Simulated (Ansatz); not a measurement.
# BrH₃OSi₂: vertical ionisation energy

How much energy removes an electron from BrH₃OSi₂ at fixed geometry? The cation is run at each level and the neutral's energy taken from earlier runs.

Computed with Ansatz 0.2.0, Gaussian basis. Level: unrestricted cation, the program's frozen cores in correlated methods.

Plan: UKS PBE-D4/def2-TZVPP; UKS r2SCAN-D4/def2-TZVPP; UKS PBE0-D4/def2-TZVPP; UKS B3LYP-D4/def2-TZVPP; UKS wB97X-V/def2-TZVPP; UKS wB97M-V/def2-TZVPP; UKS B2PLYP/def2-TZVPP; UHF-CCSD(T)/def2-TZVPP; UHF-MP2/def2-QZVPP; extrapolation to the limit; then −ε(HOMO) from the neutral's earlier runs with LDA (SPW92), PBE-D4, revPBE-D4, BLYP-D4, r2SCAN-D4, B97M-V, PBE0-D4, B3LYP-D4, r2SCANh-D4, r2SCAN0-D4, HSE06-D4, BHLYP-D4, CAM-B3LYP-D4, LC-ωPBE, ωB97X-V, ωB97M-V.

**1. The relaxed structure**

An earlier PBE0-D4 in a triple-zeta def2 set relaxation fixed the geometry.

SMILES `[SiH3]O[Si]Br`, 7 atoms, charge 0, spin multiplicity 1.

Atoms are counted from 1 here; the program's logs count them from 0.

Bond lengths: Si1–O2 1.663 Å, Si1–H5 1.482 Å, Si1–H6 1.482 Å, Si1–H7 1.481 Å, O2–Si3 1.626 Å, Si3–Br4 2.293 Å. Angles: O2–Si1–H5 109.6°, O2–Si1–H6 109.5°, O2–Si1–H7 106.8°, H5–Si1–H6 110.5°, H5–Si1–H7 110.2°, H6–Si1–H7 110.2°, Si1–O2–Si3 144.1°, O2–Si3–Br4 101.7°.

**2. Cation, UKS PBE-D4/def2-TZVPP**

in.yaml

```yaml
crystal:
  periodic: [false, false, false]
  atoms:
    - {symbol: Si, position_ang: [0.237194, 0.902074, 0.028087]}
    - {symbol: O, position_ang: [0.769268, -0.619832, 0.436886]}
    - {symbol: Si, position_ang: [0.398635, -2.202734, 0.389650]}
    - {symbol: Br, position_ang: [-1.642262, -2.173228, -0.654499]}
    - {symbol: H, position_ang: [0.043543, 0.982905, -1.438567]}
    - {symbol: H, position_ang: [-1.032855, 1.188790, 0.735212]}
    - {symbol: H, position_ang: [1.287776, 1.853925, 0.457632]}
basis:
  gaussian: {orbitals: def2-TZVPP}
total_charge: 1
magnetization: {spin_polarized: true, initial_magnetization: 1}
hamiltonian: {xc: pbe, dispersion: d4}
```

Launch:

```bash
$ ansatz run in.yaml --threads 2 --pin off --events-out ev --progress --plain --max-ram 32768MiB --backend cpu
```

Further steps of the session: Cation, UKS r2SCAN-D4/def2-TZVPP; Cation, UKS PBE0-D4/def2-TZVPP; Cation, UKS B3LYP-D4/def2-TZVPP; Cation, UKS wB97X-V/def2-TZVPP; Cation, UKS wB97M-V/def2-TZVPP; Cation, UKS B2PLYP (frozen core)/def2-TZVPP; Cation, UHF-CCSD(T)/def2-TZVPP; Cation, UHF-MP2/def2-QZVPP.

Before running them: what should the planned runs give, taken together? Wanted: ionisation energy, CCSD(T)/CBS; nearest functional by difference; nearest −ε(HOMO); −ε(HOMO) of PBE; T1 of the cation.

The runs gave:

```
                        quantity               value
  ionisation energy, CCSD(T)/CBS             9.73 eV
nearest functional by difference  ωB97M-V (-0.11 eV)
                nearest −ε(HOMO)  ωB97X-V (-0.12 eV)
                 −ε(HOMO) of PBE             6.37 eV
                T1 of the cation               0.018
```

What this shows: Energy differences with functionals land within 0.40 eV of the reference. The PBE orbital energy is 3.4 eV too small: a semilocal HOMO is no ionisation energy. Among orbital estimates ωB97X-V comes nearest. Hartree-Fock falls 1.01 eV short, as the neutral has more correlation energy than the cation. Correlated methods include outer-core shells of Br, which these sets cover unevenly. With outer-core shells in play the reference is unsure by up to some tenths of an eV, so close misses can't be ranked.
